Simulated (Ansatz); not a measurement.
Crystal: GdO.

```xyz
2
Lattice="3.1133 0.0000 0.0000 -1.5566 2.6962 0.0000 0.0000 0.0000 3.0384" Properties=species:S:1:pos:R:3 pbc="T T T"
Gd    0.0000    0.0000    0.0000
O     1.5566    0.8987    1.5192
```

The cell comes from a database or a generator and needn't be the stable form of this composition.

| Property | Result |
| --- | --- |
| Program | Ansatz 0.2.0 |
| Task | relaxation of cell and atoms |
| Functional | HSEsol |
| Potentials or basis | Ansatz PAW |
| Cutoff | 420 eV (not typed: the program's choice for these potentials) |
| k mesh | 5 × 5 × 5 |
| Occupations | fermi-dirac, width 0.05 eV |
| Spin | collinear spin, ferromagnetic start |
| Starting moments | [7.0, 0.0] μB |

At the start: volume 12.75 Å³/atom.

Task: How do energy, volume and symmetry change on relaxing?

Result: It ends after 8 steps and the volume is 14.83 Å³/atom (+16.3 %); space group P-6m2 (No. 187, to 0.05 Å); moment 7.98 μB per cell.

The path:
```tsv
step	energy change (eV)	largest force (eV/Å)	volume (Å³)
1	0.0000	0.0000	25.50
2	-0.2781	0.0000	28.91
3	-0.2787	0.0000	29.45
4	-0.2832	0.0000	29.41
5	-0.3050	0.0000	29.41
6	-0.3054	0.0000	29.65
7	-0.3054	0.0000	29.66
8	-0.3060	0.0000	29.66
```

Final structure:
```xyz
2
Lattice="3.2853 0.0000 0.0000 -1.6427 2.8452 0.0000 0.0000 0.0000 3.1734" Properties=species:S:1:pos:R:3 pbc="T T T"
Gd    0.0000    0.0000    0.0000
O     1.6427    0.9484    1.5867
```

Caveat: the k mesh is coarse (spacing up to 0.47 Å⁻¹), so the values aren't converged, least of all with exact exchange; the magnetic or orbital state may not be the lowest; the volume moved by over 15 % at a fixed basis, so the end points are rough; the plane-wave basis is chosen anew once the cell has moved, so the energies of steps on either side of that aren't comparable; the pressure holds a Pulay correction of +0.3 GPa for the finite cutoff; a cell with one magnetic atom can't hold antiferromagnetic order, which such compounds often take; the PAW data sets come from PBE, with cores solved anew for the run's functional, which leaves a small shift of forces and pressure.
